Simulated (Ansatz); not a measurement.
**HfB2: one contact scaled**

One table from this session's results is given with a row withheld; the runs are named, their logs left out.

Method: DFT, PBEsol, PAW with Ansatz's default frozen-core files, scalar-relativistic, in Ansatz 0.2.0.

### The structure to begin with

Symmetry: P6/mmm, No. 191, hexagonal system. Conventional cell: a = 3.133 Å, b = 3.133 Å, c = 3.479 Å, α = 90.00°, β = 90.00°, γ = 120.00°. Around Hf (site symmetry 6/mmm) lie 12 B at 2.51 Å. B (site symmetry -6m2) has 3 B at 1.81 Å and 6 Hf at 2.51 Å in its first shell of neighbours.

Coordinates:

```cif
data_structure
_symmetry_space_group_name_H-M 'P 1'
_symmetry_Int_Tables_number 1
_cell_length_a 3.1327
_cell_length_b 3.1327
_cell_length_c 3.4792
_cell_angle_alpha 90.000
_cell_angle_beta 90.000
_cell_angle_gamma 120.000
_cell_volume 29.57
loop_
_atom_site_label
_atom_site_type_symbol
_atom_site_fract_x
_atom_site_fract_y
_atom_site_fract_z
_atom_site_occupancy
Hf1 Hf 0.00000 0.00000 0.00000 1
B1 B 0.33333 0.66667 0.50000 1
B2 B 0.66667 0.33333 0.50000 1
```

Atoms are numbered in the order of the input: Hf1, B2, B3.

Set-up of the first run:

input.yaml reads:

```yaml
crystal:
  lattice:
    - [3.1326790839, 0.0, 0.0]
    - [-1.5663395419, 2.7129796685, 0.0]
    - [0.0, 0.0, 3.47921399]
  atoms:
    - { symbol: Hf, position: [0.0, 0.0, 0.0] }
    - { symbol: B, position: [0.3333333333, 0.6666666667, 0.5] }
    - { symbol: B, position: [0.6666666667, 0.3333333333, 0.5] }
kpoints:
  mp_grid: { grid: [10, 10, 8] }
scf:
  occupations: { method: fermi_dirac, width: 0.05 }
hamiltonian:
  xc: pbesol
  pseudopotentials: { kind: paw }
output:
  forces: true
  stress: true
  eigenvalues: true
  populations: true
  write_density: true
  write_potential: true
  elf: true
  volumetric_format: npy
```

The run is started by

```sh
> ansatz run input.yaml --threads 1 --pin off --max-ram 3072MiB --backend cpu --events-out ev --progress --plain --runs-dir out
```

Steps of the session up to this table: Shortest bond scaled by 1, PAW; Shortest bond scaled by 1.05, PAW; Shortest bond scaled by 0.95, PAW; Shortest bond scaled by 0.9, PAW; Shortest bond scaled by 0.62, PAW; Shortest bond scaled by 0.62, PAW (cutoff 600 eV).

One of the session's tables, all rows but one given; the rest of the session is left out.

| method | length (Å) | F from the given length (eV/cell) | force along the bond (eV/Å) | pressure (GPa) | largest force (eV/Å) |
| --- | --- | --- | --- | --- | --- |
| PAW | 1.121 | 7.420 | 35.803 | 65.10 | 35.803 |
| PAW | 1.628 | ? | ? | ? | ? |
| PAW | 1.718 | 0.059 | 1.341 | -2.36 | 1.341 |
| PAW | 1.809 | 0.000 | 0.000 | -3.07 | 0.000 |
| PAW | 1.899 | 0.050 | -1.068 | -2.45 | 1.068 |
| PAW (cutoff 600 eV) | 1.121 | – | 35.801 | 65.08 | 35.801 |

Estimate the missing values for PAW, 1.628.

The run gave: F from the given length (eV/cell): 0.252; force along the bond (eV/Å): 2.983; pressure (GPa): -0.02; largest force (eV/Å): 2.983.
